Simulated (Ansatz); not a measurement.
# InSiH4 radical (SMILES [SiH3][InH]): functionals against CCSD(T) at one geometry

A test off equilibrium: a structure displaced at random from a GFN2-xTB minimum is computed at several levels, and each is set against CCSD(T).

The runs use Ansatz 0.2.0, Gaussian basis; single points in def2-TZVPP.

Correlated methods freeze the cores. Filled d shells of the heavier atoms are correlated. Core potentials replace the inner electrons past krypton, and spin-orbit coupling is left out. Orbitals are unrestricted.

## 1. Where the work starts

6 atoms, charge 0, spin multiplicity 2.

Atoms are counted from 1 here; the program's logs count them from 0.

Bond lengths: Si1–H3 1.198 Å, Si1–H4 1.301 Å, Si1–H5 1.546 Å, In2–H6 2.084 Å. Angles: H3–Si1–H4 111.2°, H3–Si1–H5 102.8°, H4–Si1–H5 98.7°.

Geometry (Å):

```xyz
6
charge 0, multiplicity 2
Si   -0.3393   -0.1448   -0.4797
In    1.9249    0.0260    1.6165
H    -1.4056    0.3926   -0.5758
H    -0.4528   -1.4364   -0.5848
H     0.3159    0.1452   -1.8498
H     0.1571    1.0694    1.9769
```

## 2. CCSD(T)/def2-TZVPP

run/in.yaml reads:

```yaml
crystal:
  periodic: [false, false, false]
  atoms:
    - {symbol: Si, position_ang: [-0.339300, -0.144800, -0.479700]}
    - {symbol: In, position_ang: [1.924900, 0.026000, 1.616500]}
    - {symbol: H, position_ang: [-1.405600, 0.392600, -0.575800]}
    - {symbol: H, position_ang: [-0.452800, -1.436400, -0.584800]}
    - {symbol: H, position_ang: [0.315900, 0.145200, -1.849800]}
    - {symbol: H, position_ang: [0.157100, 1.069400, 1.976900]}
basis:
  gaussian: {orbitals: def2-TZVPP}
magnetization: {spin_polarized: true, initial_magnetization: 1}
correlation: {method: ccsd_t}
scf: {omitted_lower_state_checks: [cluster_reference]}
output: {forces: true}
```

The command line of these runs was not kept.

## 3. PBE0-D4/def2-TZVPP

run/in.yaml, as its differences from that of step 2:

```diff
@@ -12,4 +12,3 @@
 magnetization: {spin_polarized: true, initial_magnetization: 1}
-correlation: {method: ccsd_t}
-scf: {omitted_lower_state_checks: [cluster_reference]}
-output: {forces: true}
+hamiltonian: {xc: pbe0, dispersion: d4}
+output: {forces: true, orbitals: {seedname: orbitals}}
```

## 4. wB97M-V/def2-TZVPP

run/in.yaml, as its differences from that of step 3:

```diff
@@ -12,3 +12,3 @@
 magnetization: {spin_polarized: true, initial_magnetization: 1}
-hamiltonian: {xc: pbe0, dispersion: d4}
-output: {forces: true, orbitals: {seedname: orbitals}}
+hamiltonian: {xc: {name: wB97M-V}}
+output: {forces: true}
```

## 5. r2SCAN-D4/def2-TZVPP

run/in.yaml, as its differences from that of step 4:

```diff
@@ -12,3 +12,3 @@
 magnetization: {spin_polarized: true, initial_magnetization: 1}
-hamiltonian: {xc: {name: wB97M-V}}
+hamiltonian: {xc: r2scan, dispersion: d4}
 output: {forces: true}
```

## 6. PBE-D4/def2-TZVPP

run/in.yaml, as its differences from that of step 5:

```diff
@@ -12,3 +12,3 @@
 magnetization: {spin_polarized: true, initial_magnetization: 1}
-hamiltonian: {xc: r2scan, dispersion: d4}
+hamiltonian: {xc: pbe, dispersion: d4}
 output: {forces: true}
```

## 7. SPW92/def2-TZVPP

run/in.yaml, as its differences from that of step 6:

```diff
@@ -12,3 +12,3 @@
 magnetization: {spin_polarized: true, initial_magnetization: 1}
-hamiltonian: {xc: pbe, dispersion: d4}
+hamiltonian: {xc: lda}
 output: {forces: true}
```

## 8. wB97X-V/def2-TZVPP

run/in.yaml, as its differences from that of step 7:

```diff
@@ -12,3 +12,3 @@
 magnetization: {spin_polarized: true, initial_magnetization: 1}
-hamiltonian: {xc: lda}
+hamiltonian: {xc: {name: wB97X-V}}
 output: {forces: true}
```

(Steps that only read results are left out.)

What does the calculation give? Wanted: energy less free atoms, CCSD(T)/def2-TZVPP; RMS force component; RMS force error; HOMO and LUMO, PBE0-D4; T1 diagnostic.

As calculated:

```
                                  quantity                                                                                         value
energy less free atoms, CCSD(T)/def2-TZVPP                                                                                -1048.7 kJ/mol
                       RMS force component                                                          3.437 to 3.532 eV/Å over the methods
                           RMS force error  PBE0-D4 0.097, wB97M-V 0.064, r2SCAN-D4 0.087, PBE-D4 0.205, SPW92 0.222, wB97X-V 0.038 eV/Å
                    HOMO and LUMO, PBE0-D4                                                                            -6.02 and -3.38 eV
                             T1 diagnostic                                                                                         0.027
```

What this shows: Against CCSD(T) the functionals' energies less atoms differ by -175.1 to -11.9 kJ/mol, PBE-D4 by -21.2 kJ/mol. A larger basis would deepen the CCSD(T) value, while the functionals are nearly converged already, so the order here is not reliable. For forces wB97X-V does best and SPW92 worst. Frozen-core CCSD(T) forces in triple zeta carry basis errors of their own, and this is one geometry, so small gaps rank nothing.
